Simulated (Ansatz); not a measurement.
Runs of Ansatz 0.2.0 on EuMg2Fe. The structure is trigonal, space group P-3m1 (No. 164). The conventional cell has a = 4.842 Å, b = 4.842 Å, c = 5.138 Å, α = 90.00°, β = 90.00°, γ = 120.00°. Eu (site symmetry -3m) has 2 Fe at 2.57 Å as nearest neighbours. Fe (site symmetry -3m) is surrounded by 2 Eu at 2.57 Å and 6 Mg at 2.80 Å. Around Mg (site symmetry 3m) lie 3 Fe at 2.80 Å and 3 Mg at 2.80 Å. The cell comes from a database or a generator and needn't be the stable form of this composition.

| task | level | spin | U | smearing | hubbard projectors | double counting | gap on the mesh (eV) | pressure (GPa) | moment (μB) | largest force (eV/Å) |
| --- | --- | --- | --- | --- | --- | --- | --- | --- | --- | --- |
| density of states | PBEsol+D4+U | collinear, program default start | Eu f U = 5 eV, Fe d U = 5.3 eV | methfessel-paxton 0.2 eV | ortho-atomic (the default) | fll (the default) | none | 4.7 | (b) | 0.03 |
| single point | PBE | collinear, ferromagnetic start | - | fermi-dirac 0.05 eV | - | - | none | -0.2 | (a) | 0.05 |
| single point | PBE | collinear, ferromagnetic start | - | gaussian 0.02 eV | - | - | none | -0.2 | 5.25 | 0.05 |
| single point | PBEsol | collinear, ferromagnetic start | - | gaussian 0.05 eV | - | - | none | -2.0 | 5.16 | 0.04 |

Alike in all rows: potentials or basis Ansatz PAW; cell as given; k mesh 6 × 6 × 5; cutoff (eV) 420.

Problem. Estimate the missing entries.

Solution. (a) 5.24; (b) 10.04.

Caveats: spin-orbit coupling is left out, which moves the levels of the heavy elements; without U or exact exchange the open f shell lies at the Fermi level, which spoils levels, moments and volumes (some runs); the PAW data sets come from PBE, with cores solved anew for the run's functional, which leaves a small shift of forces and pressure (some runs); the magnetic or orbital state may not be the lowest (some runs); pairwise dispersion overbinds metals, which lowers pressure and volume (some runs); the density of states is complete only up to the lowest level of the last band computed (some runs).

A k mesh can miss the band edges, and the runs leave out spin-orbit coupling on Eu.

A gap of «none» marks a metal or a gap under the smearing width.

Not every run made on this cell is shown here.
